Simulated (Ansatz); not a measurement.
**C7H3MoNO5: small, medium and large basis sets**

One table from this session's results is given with a row withheld; the runs are named, their logs left out.

Computed with Ansatz 0.2.0, Gaussian basis. Level: one geometry, several basis sets.

Levels to be run: PBE0-D4/def2-SVP; ωB97M-V/def2-SVP; PBE0-D4/def2-QZVPP; ωB97M-V/def2-QZVPP; the functionals' def2-TZVPP values are taken from earlier runs.

## The relaxed structure

An earlier PBE0-D4 in a triple-zeta def2 set relaxation fixed the geometry. Mo takes the def2 core potential; no spin-orbit term is included.

SMILES `C[N+]#[C][Mo-6]([C]#[O+])([C]#[O+])([C]#[O+])([C]#[O+])[C]#[O+]`, 17 atoms, charge 0, spin multiplicity 1.

Atoms are counted from 1 here; the program's logs count them from 0.

Bond lengths: C1–N2 1.406 Å, C1–H15 1.091 Å, C1–H16 1.091 Å, C1–H17 1.091 Å, N2–C3 1.163 Å, C3–Mo4 2.109 Å, Mo4–C5 2.043 Å, Mo4–C7 2.043 Å, Mo4–C9 2.043 Å, Mo4–C11 2.024 Å, Mo4–C13 2.043 Å, C5–O6 1.139 Å, C7–O8 1.139 Å, C9–O10 1.139 Å, C11–O12 1.141 Å, C13–O14 1.139 Å. Angles: N2–C1–H15 109.9°, N2–C1–H16 109.9°, N2–C1–H17 109.9°, H15–C1–H16 109.1°, H15–C1–H17 109.1°, H16–C1–H17 109.1°, C1–N2–C3 180.0°, N2–C3–Mo4 180.0°, C3–Mo4–C5 89.9°, C3–Mo4–C7 89.9°, C3–Mo4–C9 89.9°, C3–Mo4–C11 180.0°, C3–Mo4–C13 89.9°, C5–Mo4–C7 90.0°, C5–Mo4–C9 90.0°, C5–Mo4–C11 90.1°, C5–Mo4–C13 179.8°, C7–Mo4–C9 179.8° and more.

Set-up of the first run:

Input file in.yaml:

```yaml
crystal:
  periodic: [false, false, false]
  atoms:
    - {symbol: C, position_ang: [-1.229851, 0.634170, 3.213523]}
    - {symbol: N, position_ang: [-0.735374, 0.380358, 1.922081]}
    - {symbol: C, position_ang: [-0.326728, 0.169577, 0.854158]}
    - {symbol: Mo, position_ang: [0.414441, -0.213514, -1.082871]}
    - {symbol: C, position_ang: [-0.728264, 1.312220, -1.817907]}
    - {symbol: O, position_ang: [-1.363995, 2.162253, -2.231368]}
    - {symbol: C, position_ang: [-1.121971, -1.520409, -1.407340]}
    - {symbol: O, position_ang: [-1.977358, -2.249787, -1.591673]}
    - {symbol: C, position_ang: [1.947810, 1.095101, -0.750836]}
    - {symbol: O, position_ang: [2.804082, 1.824089, -0.569142]}
    - {symbol: C, position_ang: [1.125827, -0.581952, -2.942015]}
    - {symbol: O, position_ang: [1.526840, -0.789763, -3.990005]}
    - {symbol: C, position_ang: [1.554399, -1.737668, -0.340380]}
    - {symbol: O, position_ang: [2.191330, -2.588150, 0.070274]}
    - {symbol: H, position_ang: [-1.834278, 1.542821, 3.207679]}
    - {symbol: H, position_ang: [-1.847190, -0.202267, 3.545616]}
    - {symbol: H, position_ang: [-0.399740, 0.762932, 3.910194]}
basis:
  gaussian: {orbitals: def2-SVP}
hamiltonian: {xc: pbe0, dispersion: d4}
output: {orbitals: {seedname: orbitals}}
```

Among the steps run: PBE0-D4 in def2-SVP; ωB97M-V in def2-SVP; PBE0-D4 in def2-QZVPP; ωB97M-V in def2-QZVPP.

One table of the session follows, with a row left open; its other results are not shown here.

It belongs to the step «Functionals by basis». 

| functional | basis | HOMO (eV) |
| --- | --- | --- |
| PBE0-D4 | def2-SVP | ? |
| PBE0-D4 | def2-TZVPP | -6.42 |
| PBE0-D4 | def2-QZVPP | -6.45 |
| ωB97M-V | def2-SVP | -8.02 |
| ωB97M-V | def2-TZVPP | -8.14 |
| ωB97M-V | def2-QZVPP | -8.16 |

Estimate the missing values for PBE0-D4, def2-SVP.

As computed: HOMO (eV): -6.35. In the column «HOMO (eV)» it is the highest.
